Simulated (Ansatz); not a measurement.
**C2H5FS2Si: one species, many methods**

Aim: compute C2H5FS2Si with functionals from several rungs and with coupled cluster, and see how far each lands from CCSD(T) at the basis-set limit for the atomisation energy.

Computed with Ansatz 0.2.0, Gaussian basis. Level: functionals in def2-TZVPP, the program's frozen cores in correlated methods.

Plan: PBE-D4, r2SCAN-D4, PBE0-D4, B3LYP-D4, ωB97X-V, ωB97M-V, B2PLYP; CCSD(T)/def2-TZVPP; MP2/def2-QZVPP; extrapolation to the limit.

## 1. The relaxed structure

The geometry comes from an earlier relaxation with PBE0-D4 in a triple-zeta def2 set; it is a stationary point, not always the lowest conformer.

SMILES `F/C=C(\[SiH3])SS`, 11 atoms, charge 0, spin multiplicity 1.

Atoms are counted from 1 here; the program's logs count them from 0.

Bond lengths: F1–C2 1.330 Å, C2–C3 1.329 Å, C2–H7 1.086 Å, C3–Si4 1.868 Å, C3–S5 1.770 Å, Si4–H8 1.483 Å, Si4–H9 1.485 Å, Si4–H10 1.484 Å, S5–S6 2.049 Å, S6–H11 1.347 Å. Angles: F1–C2–C3 122.3°, F1–C2–H7 112.4°, C3–C2–H7 125.2°, C2–C3–Si4 126.1°, C2–C3–S5 114.9°, Si4–C3–S5 118.7°, C3–Si4–H8 111.2°, C3–Si4–H9 108.9°, C3–Si4–H10 108.0°, H8–Si4–H9 110.0°, H8–Si4–H10 109.9°, H9–Si4–H10 108.8°, C3–S5–S6 104.2°, S5–S6–H11 98.8°.

## 2. PBE-D4 (GGA)

The input, in.yaml:

```yaml
crystal:
  periodic: [false, false, false]
  atoms:
    - {symbol: F, position_ang: [-1.177742, -1.374883, -1.974689]}
    - {symbol: C, position_ang: [-0.942043, -0.133727, -1.557516]}
    - {symbol: C, position_ang: [-0.122205, 0.132194, -0.546171]}
    - {symbol: Si, position_ang: [0.833185, -1.121696, 0.456368]}
    - {symbol: S, position_ang: [0.180297, 1.853310, -0.264715]}
    - {symbol: S, position_ang: [-0.771468, 2.248390, 1.505840]}
    - {symbol: H, position_ang: [-1.480963, 0.608282, -2.139143]}
    - {symbol: H, position_ang: [0.255527, -2.479153, 0.307205]}
    - {symbol: H, position_ang: [2.248500, -1.118855, 0.006339]}
    - {symbol: H, position_ang: [0.783176, -0.706353, 1.880228]}
    - {symbol: H, position_ang: [0.259035, 2.035492, 2.346854]}
basis:
  gaussian: {orbitals: def2-TZVPP}
hamiltonian: {xc: pbe, dispersion: d4}
output: {forces: true, orbitals: {seedname: orbitals}}
```

The run is started by

```sh
$ ansatz run in.yaml --threads 4 --pin off --events-out ev --progress --plain --max-ram 10444MiB
```

After this run come: r2SCAN-D4 (meta-GGA); PBE0-D4 (hybrid); B3LYP-D4 (hybrid); ωB97X-V (range-separated); ωB97M-V (range-separated); B2PLYP (double hybrid); CCSD(T) in def2-TZVPP; MP2 in def2-QZVPP.

Q: Predict the results of all the runs planned. Wanted: atomisation energy, CCSD(T)/CBS; farthest; mean size of error, hybrid; mean size of error, range-separated; gap, smallest and largest; T1 diagnostic; triples share of the correlation energy.

As calculated:

```
                               quantity                                 value
        atomisation energy, CCSD(T)/CBS                        905.2 kcal/mol
functionals within 4.5 kcal/mol (0.5 %)                              B3LYP-D4
                               farthest               PBE-D4 (+27.8 kcal/mol)
             mean size of error, hybrid                          3.1 kcal/mol
    mean size of error, range-separated                          6.6 kcal/mol
              gap, smallest and largest  3.72 eV (PBE-D4), 10.36 eV (ωB97X-V)
                          T1 diagnostic                                0.0133
triples share of the correlation energy                                 4.3 %
```

**Reading.** PBE-D4 misses by +27.8 kcal/mol. Double hybrids carry the basis error of their MP2 part in triple zeta, and no dispersion term here, so their miss is partly the set-up's. The reference freezes the cores and leaves out relativity and excitations past (T), so misses under about 4.5 kcal/mol can't be ranked. Hartree-Fock recovers 70 % of the binding; the rest is correlation. Orbital gaps span 3.7 to 10.4 eV; exact exchange widens them.
